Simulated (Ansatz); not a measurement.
# C3H10BrNOSi: one species, many methods

One table from this session's results is given with a row withheld; the runs are named, their logs left out.

The runs use Ansatz 0.2.0, Gaussian basis; functionals in def2-TZVPP, the program's frozen cores in correlated methods.

Plan: LDA (SPW92), PBE-D4, revPBE-D4, BLYP-D4, r2SCAN-D4, B97M-V, PBE0-D4, B3LYP-D4, r2SCANh-D4, r2SCAN0-D4, HSE06-D4, BHLYP-D4, CAM-B3LYP-D4, LC-ωPBE, ωB97X-V, ωB97M-V, B2PLYP, PBE-QIDH; CCSD(T)/def2-SVP; CCSD(T)/def2-TZVPP; MP2/def2-QZVPP; extrapolation to the limit; RPA on PBE.

1 further run of the same task is left out (it didn't finish).

## Structure used throughout

An earlier PBE0-D4 in a triple-zeta def2 set relaxation fixed the geometry.

SMILES `CN(C)[Si](C)(O)Br`, 17 atoms, charge 0, spin multiplicity 1.

Atoms are counted from 1 here; the program's logs count them from 0.

Bond lengths: C1–N2 1.446 Å, C1–H8 1.099 Å, C1–H9 1.091 Å, C1–H10 1.097 Å, N2–C3 1.443 Å, N2–Si4 1.707 Å, C3–H11 1.099 Å, C3–H12 1.097 Å, C3–H13 1.090 Å, Si4–C5 1.849 Å, Si4–O6 1.638 Å, Si4–Br7 2.245 Å, C5–H14 1.091 Å, C5–H15 1.092 Å, C5–H16 1.094 Å, O6–H17 0.959 Å. Angles: N2–C1–H8 111.8°, N2–C1–H9 110.8°, N2–C1–H10 110.6°, H8–C1–H9 108.1°, H8–C1–H10 107.5°, H9–C1–H10 107.9°, C1–N2–C3 113.1°, C1–N2–Si4 120.5°, C3–N2–Si4 124.4°, N2–C3–H11 111.9°, N2–C3–H12 110.5°, N2–C3–H13 110.8°, H11–C3–H12 107.5°, H11–C3–H13 108.3°, H12–C3–H13 107.7°, N2–Si4–C5 116.8°, N2–Si4–O6 109.7°, N2–Si4–Br7 106.9° and more.

Set-up of the first run:

in.yaml

```yaml
crystal:
  periodic: [false, false, false]
  atoms:
    - {symbol: C, position_ang: [-0.095942, -0.341909, -1.805676]}
    - {symbol: N, position_ang: [0.224159, -0.593405, -0.417745]}
    - {symbol: C, position_ang: [-0.065070, -1.945634, -0.006263]}
    - {symbol: Si, position_ang: [0.503920, 0.703919, 0.656318]}
    - {symbol: C, position_ang: [-0.986243, 1.491490, 1.417090]}
    - {symbol: O, position_ang: [1.299016, 1.905034, -0.123918]}
    - {symbol: Br, position_ang: [1.773785, -0.093860, 2.326355]}
    - {symbol: H, position_ang: [-1.158813, -0.523546, -2.019355]}
    - {symbol: H, position_ang: [0.131447, 0.690619, -2.074464]}
    - {symbol: H, position_ang: [0.488943, -0.998589, -2.462296]}
    - {symbol: H, position_ang: [-1.132838, -2.185800, -0.109496]}
    - {symbol: H, position_ang: [0.495642, -2.662278, -0.619317]}
    - {symbol: H, position_ang: [0.222100, -2.103380, 1.033489]}
    - {symbol: H, position_ang: [-0.700950, 2.286524, 2.108314]}
    - {symbol: H, position_ang: [-1.573873, 0.751050, 1.963816]}
    - {symbol: H, position_ang: [-1.616993, 1.921560, 0.634057]}
    - {symbol: H, position_ang: [2.172706, 1.697709, -0.460912]}
basis:
  gaussian: {orbitals: def2-TZVPP}
hamiltonian: {xc: lda}
output: {orbitals: {seedname: orbitals}}
```

Among the steps run: LDA; PBE-D4 (GGA); revPBE-D4 (GGA); BLYP-D4 (GGA); r2SCAN-D4 (meta-GGA); B97M-V (meta-GGA); PBE0-D4 (hybrid); B3LYP-D4 (hybrid); r2SCANh-D4 (hybrid); r2SCAN0-D4 (hybrid); HSE06-D4 (hybrid); BHLYP-D4 (hybrid); CAM-B3LYP-D4 (range-separated); LC-ωPBE (range-separated); ωB97X-V (range-separated); ωB97M-V (range-separated); B2PLYP (double hybrid); PBE-QIDH (double hybrid).

One of the session's tables, all rows but one given; the rest of the session is left out.

It belongs to the step «Orbital energies across the functionals». 

| functional | HOMO (eV) | LUMO (eV) | gap (eV) |
| --- | --- | --- | --- |
| LDA (SPW92) | -5.39 | -0.32 | 5.07 |
| PBE-D4 | -5.27 | -0.12 | 5.15 |
| revPBE-D4 | ? | ? | ? |
| BLYP-D4 | -5.17 | -0.13 | 5.04 |
| r2SCAN-D4 | -5.52 | 0.52 | 6.03 |
| B97M-V | -5.65 | 0.07 | 5.72 |
| PBE0-D4 | -6.60 | 0.72 | 7.32 |
| B3LYP-D4 | -6.39 | 0.38 | 6.77 |
| r2SCANh-D4 | -6.02 | 0.78 | 6.79 |
| r2SCAN0-D4 | -6.78 | 1.14 | 7.92 |
| HSE06-D4 | -6.20 | 0.35 | 6.55 |
| BHLYP-D4 | -7.88 | 1.35 | 9.23 |
| CAM-B3LYP-D4 | -7.98 | 1.49 | 9.47 |
| LC-ωPBE | -9.31 | 2.82 | 12.13 |
| ωB97X-V | -8.99 | 2.57 | 11.56 |
| ωB97M-V | -8.90 | 2.15 | 11.05 |

**Question.** Estimate the row for revPBE-D4.

The run gave: HOMO (eV): -5.22; LUMO (eV): -0.02; gap (eV): 5.20. In the column «HOMO (eV)» it lies between PBE-D4 (-5.27) and BLYP-D4 (-5.17).
